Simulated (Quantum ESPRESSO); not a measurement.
Here is a Quantum ESPRESSO 7.5 calculation.

pw.in

```
&CONTROL
  calculation = 'scf'
  prefix = 'pwscf'
  outdir = './tmp'
  pseudo_dir = './pseudo'
  tprnfor = .true.
  disk_io = 'low'
/
&SYSTEM
  ibrav = 0
  celldm(1) = 8
  nat = 15
  ntyp = 4
  ecutwfc = 61
  ecutrho = 305
  nbnd = 72
  occupations = 'smearing'
  smearing = 'gaussian'
  degauss = 0.00999582
/
&ELECTRONS
  conv_thr = 1.5d-08
  electron_maxstep = 150
  mixing_beta = 0.3
  mixing_mode = 'local-TF'
  tqr = .true.
/
ATOMIC_SPECIES
Se    78.9710 se_pbesol_v1.uspp.F.UPF
Sn   118.7100 sn_pbesol_v1.4.uspp.F.UPF
O     15.9990 o_pbesol_v1.2.uspp.F.UPF
H      1.0080 h_pbesol_v1.4.uspp.F.UPF
CELL_PARAMETERS alat
  1.8004359896032  -0.0000000000000   0.0000000000000
 -0.9002179948250   1.5592233048977   0.0000000000000
  0.0000000000000   0.0000000000000   5.1664167384206
ATOMIC_POSITIONS crystal
Se     0.3333333334    0.1666666667    0.3657711370
Se     0.3333333333    0.6666666667    0.3657711370
Se     0.8333333334    0.1666666667    0.3657711370
Se     0.8333333333    0.6666666667    0.3657711370
Sn     0.0000000000    0.0000000000    0.4359191829
Sn     0.0000000000    0.5000000000    0.4359191829
Sn     0.5000000000    0.0000000000    0.4359191829
Sn     0.5000000000    0.5000000000    0.4359191829
Se     0.1666666666    0.3333333333    0.5060672287
Se     0.1666666666    0.8333333333    0.5060672287
Se     0.6666666666    0.3333333333    0.5060672287
Se     0.6666666666    0.8333333333    0.5060672287
O      0.7207993917    0.8005756662    0.6351432908
H      0.8647016718    0.8493695329    0.6252263209
H      0.6666666666    0.8333333333    0.5984244408
K_POINTS automatic
2 2 1 0 0 0
```

The input pp_density.in:

```
&INPUTPP
  prefix = 'pwscf'
  outdir = './tmp'
  filplot = 'density.dat'
  plot_num = 0
/
&PLOT
  nfile = 1
  filepp(1) = 'density.dat'
  iflag = 3
  output_format = 6
  fileout = 'density.cube'
/
```

File pp_potential.in:

```
&INPUTPP
  prefix = 'pwscf'
  outdir = './tmp'
  filplot = 'potential.dat'
  plot_num = 11
/
&PLOT
  nfile = 1
  filepp(1) = 'potential.dat'
  iflag = 3
  output_format = 6
  fileout = 'potential.cube'
/
```

Potentials or basis: GBRV 1.5 PBEsol.

Launch:

```bash
$ OMP_NUM_THREADS=1 mpirun -n 4 pw.x -in pw.in > pw.out
$ OMP_NUM_THREADS=1 mpirun -n 1 pp.x -in pp_density.in > pp_density.out
$ OMP_NUM_THREADS=1 mpirun -n 1 pp.x -in pp_potential.in > pp_potential.out
```

What does it give for the band gap on the k mesh?

0.92 eV, indirect (least direct gap 0.97 eV).

Predict the largest force.

0.734 eV/Å.

Forces in eV/Å, atoms in the order of the input:
```
Se   0.005 -0.008 -0.463
Se   0.004 -0.007 -0.442
Se   0.035 -0.009 -0.468
Se  -0.039  0.042 -0.418
Sn   0.104  0.107 -0.093
Sn  -0.008 -0.050  0.020
Sn  -0.022  0.083 -0.053
Sn   0.005 -0.147 -0.035
Se   0.002 -0.009  0.469
Se  -0.043 -0.008  0.479
Se  -0.002  0.021  0.466
Se  -0.243  0.062 -0.544
O    0.425 -0.037  0.597
H   -0.429 -0.088  0.056
H    0.208  0.049  0.429
```

Caveat: the k mesh is coarse (spacing up to 0.48 Å⁻¹), so the values aren't converged; real space augmentation costs some meV and hundredths of eV per Å; spin-orbit coupling is left out, which moves the levels of the heavy elements; the cell's inner coordinates are idealised or old, which leaves forces on the atoms.
